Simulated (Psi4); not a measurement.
# HF/3-21G run of CHBClN (SMILES N#CBCl)

What is the vertical singlet–triplet gap of CHBClN at HF/3-21G? 

Program for the calculation: Psi4 1.11.

1 further run of the same task is left out (set aside as unsound or not needed).

## Step 1: The molecule

CHBClN has 5 atoms, charge 0, and is taken as a singlet. As SMILES, `N#CBCl`. The coordinates come from a PBE0-D4/def2-TZVP relaxation.

Bond lengths: N1–C2 1.152 Å, C2–B3 1.528 Å, B3–Cl4 1.723 Å, B3–H5 1.187 Å. Angles: N1–C2–B3 178.6°, C2–B3–Cl4 119.2°, C2–B3–H5 120.7°, Cl4–B3–H5 120.1°.

## Step 2: Energy and gradient at HF/3-21G

File chbcln.xyz:

```xyz
5
CHBClN
N      1.053200    -1.411100     1.218200
C      0.513400    -0.630900     0.564200
B     -0.176600     0.429700    -0.293300
Cl    -1.594500     0.005200    -1.176200
H      0.254400     1.533500    -0.354200
```

File run.py:

```python
import psi4

psi4.set_memory(1600000000)
psi4.set_num_threads(1)
psi4.set_output_file('chbcln.out', False)

with open('chbcln.xyz') as f:
    atoms = ''.join(f.readlines()[2:])
mol = psi4.geometry('0 1\n' + atoms + 'symmetry c1')

psi4.set_options({
    'basis': '3-21G',
    'puream': True,
    'e_convergence': 1e-09,
    'd_convergence': 1e-08,
    'scf_type': 'pk',
})

E, wfn = psi4.gradient("scf", return_wfn=True)
print('gradient / Eh bohr^-1')
print(E.np.round(6))
print(f'energy = {wfn.energy():.10f} Eh')
```

The run is started by

```console
python run.py
```

chbcln.out, shortened:

```text
[...]
  Running in c1 symmetry.
[...]
  Nuclear repulsion =  106.510896882930652
[...]
  Multiplicity = 1
[...]
  Nalpha       = 18
  Nbeta        = 18
[...]
    Number of basis functions: 42
[...]
   @RHF iter   1:  -574.20101146078173   -8.93493e-01   6.40981e-03 ADIIS/DIIS
[...]
   @RHF iter  13:  -574.24532946499198   -3.41061e-13   2.79235e-09 DIIS
[...]
    Orbital Energies [Eh]
    ---------------------
    Doubly Occupied:
       1A   -104.137617     2A    -15.549064     3A    -11.229838
       4A    -10.535491     5A     -7.998536     6A     -7.994999
       7A     -7.994289     8A     -7.693924     9A     -1.273355
      10A     -1.164934    11A     -0.829954    12A     -0.659248
      13A     -0.601923    14A     -0.578457    15A     -0.534054
      16A     -0.495259    17A     -0.493539    18A     -0.481231
[...]
  @RHF Final Energy:  -574.24532946499198
   => Energetics <=
    Nuclear Repulsion Energy =            106.5108968829306519
    One-Electron Energy =               -1001.0210261487992511
    Two-Electron Energy =                 320.2647998008766308
    Total Energy =                       -574.2453294649919826
[...]
 Multipole Moments:
 ------------------------------------------------------------------------------------
     Multipole            Electronic (a.u.)      Nuclear  (a.u.)        Total (a.u.)
 ------------------------------------------------------------------------------------
 L = 1.  Multiply by 2.5417464519 to convert [e a0] to [Debye]
 Dipole X            :         -1.4400095            1.3957032           -0.0443063
 Dipole Y            :          0.0397242            0.7599187            0.7996429
 Dipole Z            :         -1.0553784            0.7534152           -0.3019632
 Magnitude           :                                                    0.8559051
[...]
  -Total Gradient:
     Atom            X                  Y                   Z
    ------   -----------------  -----------------  -----------------
       1        0.012613635948    -0.017620487698     0.015072430232
       2       -0.014734438611     0.015737058788    -0.015972355070
       3       -0.024528583382    -0.009363575754    -0.014581802269
       4        0.023779559096     0.004627013671     0.015645407310
       5        0.002869826953     0.006619990992    -0.000163680199
[...]
```

The script printed:

```text
gradient / Eh bohr^-1
[[ 0.012614 -0.01762   0.015072]
 [-0.014734  0.015737 -0.015972]
 [-0.024529 -0.009364 -0.014582]
 [ 0.02378   0.004627  0.015645]
 [ 0.00287   0.00662  -0.000164]]
energy = -574.2453294650 Eh
```

Wall time 1.2 s (1 thread of Intel Xeon 6975P-C (Granite Rapids), shared host); peak memory 0.18 GiB.

## Step 3: The triplet: a single-point energy at UHF/3-21G

File input.json:

```json
{
 "schema_name": "qcschema_input",
 "schema_version": 1,
 "molecule": {
  "schema_name": "qcschema_molecule",
  "schema_version": 2,
  "symbols": ["N", "C", "B", "Cl", "H"],
  "geometry": [1.99025955, -2.66659253, 2.30206437, 0.97018539, -1.19222821, 1.06618348, -0.33372563, 0.81201532, -0.55425667, -3.01316831, 0.00982658, -2.22269587, 0.48074633, 2.89789501, -0.66934099],
  "molecular_charge": 0,
  "molecular_multiplicity": 3,
  "fix_symmetry": "c1",
  "fix_com": true,
  "fix_orientation": true
 },
 "driver": "energy",
 "model": {
  "method": "scf",
  "basis": "3-21G"
 },
 "keywords": {
  "reference": "uhf",
  "puream": true,
  "e_convergence": 1e-09,
  "d_convergence": 1e-08,
  "scf_type": "pk",
  "maxiter": 200,
  "scf_properties": ["LOWDIN_CHARGES", "MAYER_INDICES", "MULLIKEN_CHARGES"]
 }
}
```

The run is started by

```console
psi4 --qcschema input.json -n 1 --memory 1600MB
```

stdout, shortened:

```text
[...]
  Running in c1 symmetry.
[...]
  Nuclear repulsion =  106.510896853692174
[...]
  Multiplicity = 3
[...]
  Nalpha       = 19
  Nbeta        = 17
[...]
    Number of basis functions: 42
[...]
   @UHF iter   1:  -573.94747173547773   -6.39953e-01   8.10857e-03 ADIIS/DIIS
[...]
   @UHF iter  25:  -574.06186666714132    2.27374e-13   5.49909e-09 DIIS
[...]
   @S^2 Observed:                2.125198648E+00
[...]
  @UHF Final Energy:  -574.06186666714132
   => Energetics <=
    Nuclear Repulsion Energy =            106.5108968536921736
    One-Electron Energy =                -999.9174688620647657
    Two-Electron Energy =                 319.3447053412311902
    Total Energy =                       -574.0618666671414303
  UHF NO Occupations:
  HONO-2 :   17  A 1.9597148
  HONO-1 :   18  A 1.0000000
[...]
 Multipole Moments:
 ------------------------------------------------------------------------------------
     Multipole            Electronic (a.u.)      Nuclear  (a.u.)        Total (a.u.)
 ------------------------------------------------------------------------------------
 L = 1.  Multiply by 2.5417464519 to convert [e a0] to [Debye]
 Dipole X            :         31.0105818          -32.6588139           -1.6482321
 Dipole Y            :         19.4104778          -18.6944935            0.7159843
 Dipole Z            :         17.2802436          -18.7149027           -1.4346590
 Magnitude           :                                                    2.2994671
[...]
  Mulliken Charges: (a.u.)
   Center  Symbol    Alpha    Beta     Spin     Total
       1     N     4.08980  3.35934  0.73046 -0.44914
       2     C     2.66551  3.36905 -0.70354 -0.03457
       3     B     3.01314  1.95274  1.06040  0.03412
       4    CL     8.78765  7.89447  0.89318  0.31787
       5     H     0.44389  0.42439  0.01951  0.13172
   Total alpha = 19.00000, Total beta = 17.00000, Total charge =  0.00000
  Lowdin Charges: (a.u.)
   Center  Symbol    Alpha    Beta     Spin     Total
       1     N     3.84410  3.21893  0.62517 -0.06304
[...]
```

The result, in JSON:

```text
{
 "driver": "energy",
 "model": {
  "method": "scf",
  "basis": "3-21G"
 },
 "success": true,
 "return_result": -574.0618666671413,
 "properties": {
  "calcinfo_nbasis": 42,
  "calcinfo_nmo": 42,
  "calcinfo_nalpha": 19,
  "calcinfo_nbeta": 17,
  "calcinfo_natom": 5,
  "nuclear_repulsion_energy": 106.51089685369217,
  "return_energy": -574.0618666671413,
  "scf_one_electron_energy": -999.9174688620648,
  "scf_two_electron_energy": 319.3447053412312,
  "scf_dipole_moment": [-1.6482321364417096, 0.7159842567305539, -1.434659022513351],
  "scf_total_energy": -574.0618666671413,
  "scf_iterations": 25
 }
}
```

Wall time 1.2 s (1 thread of Intel Xeon 6975P-C (Granite Rapids), shared host); peak memory 0.18 GiB.

## Step 4: Outcome

Level: HF/3-21G.

| quantity | value |
| --- | --- |
| singlet: total energy | -574.24533 Eh |
| singlet: dipole moment | 2.18 D |
| singlet: HOMO energy | -13.09 eV |
| singlet: LUMO energy | 0.52 eV |
| singlet: HOMO–LUMO gap | 13.62 eV |
| singlet: largest force on an atom | 1.544 eV/Å |
| triplet: total energy | -574.06187 Eh |
| triplet: dipole moment | 5.84 D |
| triplet: HOMO energy (highest over α and β) | -7.77 eV |
| triplet: LUMO energy (lowest over α and β) | -4.18 eV |
| triplet: ⟨S²⟩ | 2.125 |
| vertical energy of the triplet above the singlet | 4.992 eV |

What this shows: At this shape the triplet lies 4.99 eV (482 kJ/mol) above the singlet. The largest force (singlet) is 1.54 eV/Å: the shape isn't a stationary point for this species at this level. ⟨S²⟩ (triplet) is 2.13 where a pure triplet has 2.00: the reference is spin-contaminated. Mulliken charges (triplet) run from -0.45 on N1 to +0.32 on Cl4.
